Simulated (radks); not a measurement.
# Ga⁺ in [Ar] 3d10 4s2: an all-electron calculation

One table from this session's results is given with a row withheld; the runs are named, their logs left out.

Method: Dirac Kohn-Sham, exchange-only LDA, spin-unpolarised, spherical densities, point nucleus. Code: radks (a radial shooting solver on a logarithmic mesh, Libxc functionals) version 1.

## What is computed

- element: gallium (Z = 31)
- charge: +1
- electrons: 30
- configuration: [Ar] 3d10 4s2

The outer shells:

Ga⁺
```
[Ar] core
3d [↑↓][↑↓][↑↓][↑↓][↑↓]
4s [↑↓]
```

Set-up of the first run:

Settings of this run:

```text
Z 31
configuration [Ar] 3d10 4s2 4p0 5s0 4d0 4f0
relativity Dirac
functional lda,
spin unpolarised
j_filling energy
nucleus point
c 137.035999084
```

The run is started by

```sh
$ python run_ks.py task.json out
```

This one command runs every case of the session in turn.

Steps of the session up to this table: Self-consistent calculation.

One table of the session follows, with a row left open; its other results are not shown here.

It belongs to the step «Radial structure». From the orbitals of this run (lengths in bohr):

```
level      <r>  outermost maximum (interpolated)  90 % within  nodes
1s1/2  0.04867                            0.0318       0.0870      0
2s1/2   0.2180                             0.183        0.338      1
2p1/2   0.1885                             0.144        0.309      0
2p3/2   0.1920                             0.147        0.314      0
3s1/2   0.6532                             0.565        0.980      2
3p1/2   0.6729                             0.561         1.04      1
3p3/2   0.6839                             0.570         1.06      1
3d3/2   0.8071                             0.530         1.39      0
3d5/2   0.8135                             0.532         1.41      0
4s1/2    2.229                              1.85         3.36      3
4p1/2    2.867                              2.31         4.41      2
4p3/2    2.910                              2.35         4.48      2
5s1/2    6.356                              5.61         9.34      4
4d3/2    6.777                              5.29         10.7      1
4d5/2        ?                                 ?            ?      ?
4f5/2    17.18                              15.3         25.1      0
4f7/2    17.18                              15.3         25.1      0
```

Q: Estimate the row for 4d5/2 from the others.

The run gave: <r>: 6.796; outermost maximum (interpolated): 5.31; 90 % within: 10.8; nodes: 1. In the column «<r>» it lies between 4d3/2 (6.777) and 4f5/2 (17.18).
